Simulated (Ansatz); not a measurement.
# C3H5AlCl2: small, medium and large basis sets

The task here is to estimate one member of a computed series from the others.

Program: Ansatz 0.2.0, Gaussian basis. Level of theory: one geometry, several basis sets. These are calculated values, not measurements.

Levels to be run: PBE0-D4/def2-SVP; ωB97M-V/def2-SVP; PBE0-D4/def2-QZVPP; ωB97M-V/def2-QZVPP; the functionals' def2-TZVPP values are taken from earlier runs.

**Structure used throughout**

All runs share one geometry, relaxed beforehand with PBE0-D4 in a triple-zeta def2 set.

SMILES `C=C[CH2][Al]([Cl])[Cl]`, 11 atoms, charge 0, spin multiplicity 1.

Atoms are counted from 1 here; the program's logs count them from 0.

Bond lengths: C1–C2 1.346 Å, C1–H7 1.086 Å, C1–H8 1.082 Å, C2–C3 1.486 Å, C2–H9 1.088 Å, C3–Al4 1.946 Å, C3–H10 1.090 Å, C3–H11 1.085 Å, Al4–Cl5 2.094 Å, Al4–Cl6 2.092 Å. Angles: C2–C1–H7 121.8°, C2–C1–H8 121.0°, H7–C1–H8 117.1°, C1–C2–C3 125.1°, C1–C2–H9 117.6°, C3–C2–H9 116.4°, C2–C3–Al4 83.1°, C2–C3–H10 113.9°, C2–C3–H11 114.2°, Al4–C3–H10 110.4°, Al4–C3–H11 120.4°, H10–C3–H11 112.0°, C3–Al4–Cl5 120.3°, C3–Al4–Cl6 121.5°, Cl5–Al4–Cl6 118.1°.

Set-up of the first run:

in.yaml

```yaml
crystal:
  periodic: [false, false, false]
  atoms:
    - {symbol: C, position_ang: [1.241128, -0.553350, -0.676559]}
    - {symbol: C, position_ang: [-0.037353, -0.875063, -0.407565]}
    - {symbol: C, position_ang: [-0.740009, -0.585738, 0.869424]}
    - {symbol: Al, position_ang: [-0.535915, 1.261364, 0.291180]}
    - {symbol: Cl, position_ang: [0.888830, 2.499700, 1.197412]}
    - {symbol: Cl, position_ang: [-1.800952, 2.102088, -1.148023]}
    - {symbol: H, position_ang: [1.920342, -0.208060, 0.097685]}
    - {symbol: H, position_ang: [1.649478, -0.677690, -1.671037]}
    - {symbol: H, position_ang: [-0.657182, -1.214827, -1.235181]}
    - {symbol: H, position_ang: [-0.136911, -0.773870, 1.757861]}
    - {symbol: H, position_ang: [-1.726158, -1.031455, 0.945403]}
basis:
  gaussian: {orbitals: def2-SVP}
hamiltonian: {xc: pbe0, dispersion: d4}
output: {orbitals: {seedname: orbitals}}
```

Run with:

```console
ansatz run in.yaml --threads 4 --pin off --events-out ev --progress --plain --max-ram 10444MiB
```

Steps of the session up to this table: PBE0-D4 in def2-SVP; ωB97M-V in def2-SVP; PBE0-D4 in def2-QZVPP; ωB97M-V in def2-QZVPP.

One table of the session follows, with a row left open; its other results are not shown here.

It belongs to the step «Density functionals: the series». 

| functional | basis | HOMO (eV) |
| --- | --- | --- |
| PBE0-D4 | def2-SVP | -7.33 |
| PBE0-D4 | def2-TZVPP | -7.34 |
| PBE0-D4 | def2-QZVPP | -7.36 |
| ωB97M-V | def2-SVP | -9.41 |
| ωB97M-V | def2-TZVPP | -9.44 |
| ωB97M-V | def2-QZVPP | ? |

Estimate the missing values for ωB97M-V, def2-QZVPP.

As computed: HOMO (eV): -9.46. In the column «HOMO (eV)» it is the lowest.
